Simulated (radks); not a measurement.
# Dipole-allowed lines with 10 electrons: Si⁴⁺

An exercise on one series of results from a longer session: the logs are not shown, and one member is left open.

The numbers are computed with radks (a radial shooting solver on a logarithmic mesh, Libxc functionals) version 1 (scalar-relativistic Kohn-Sham, LDA (Slater exchange, VWN5 correlation), spin-polarised, spherical densities, finite nucleus), except any that are marked as measured or tabulated.

4 further runs of the same task are left out: 4 set aside as unsound or not needed.

## The system

```
species : Si⁴⁺ ([Ne])
```

Set-up of the first run:

Input:

```text
Z 14
configuration [Ne] 3s0 3p0 3d0
relativity scalar-relativistic
functional lda,vwn5
spin polarised
nucleus finite rms 3.1224 fm
c 137.035999084
response adiabatic LDA kernel, real frequencies
```

Run with:

```bash
python run_ks.py task.json out
```

This one command runs every case of the session in turn.

Steps of the session up to this table: Si⁴⁺, [Ne].

One table of the session follows, with a row left open; its other results are not shown here.

Sizes of the orbitals, from the radial functions (bohr):

| level | <r> | outermost maximum (interpolated) | 90 % within | nodes |
| --- | --- | --- | --- | --- |
| 1s | 0.1116 | 0.0728 | 0.199 | 0 |
| 2s | 0.5663 | 0.455 | 0.891 | 1 |
| 2p | 0.5313 | 0.385 | 0.891 | 0 |
| 3s | 1.730 | 1.54 | 2.55 | 2 |
| 3p | ? | ? | ? | ? |
| 3d | 2.117 | 1.76 | 3.28 | 0 |

Q: Estimate the row for 3p from the others.

The run gave: <r>: 1.878; outermost maximum (interpolated): 1.66; 90 % within: 2.82; nodes: 1. In the column «<r>» it lies between 3s (1.730) and 3d (2.117).
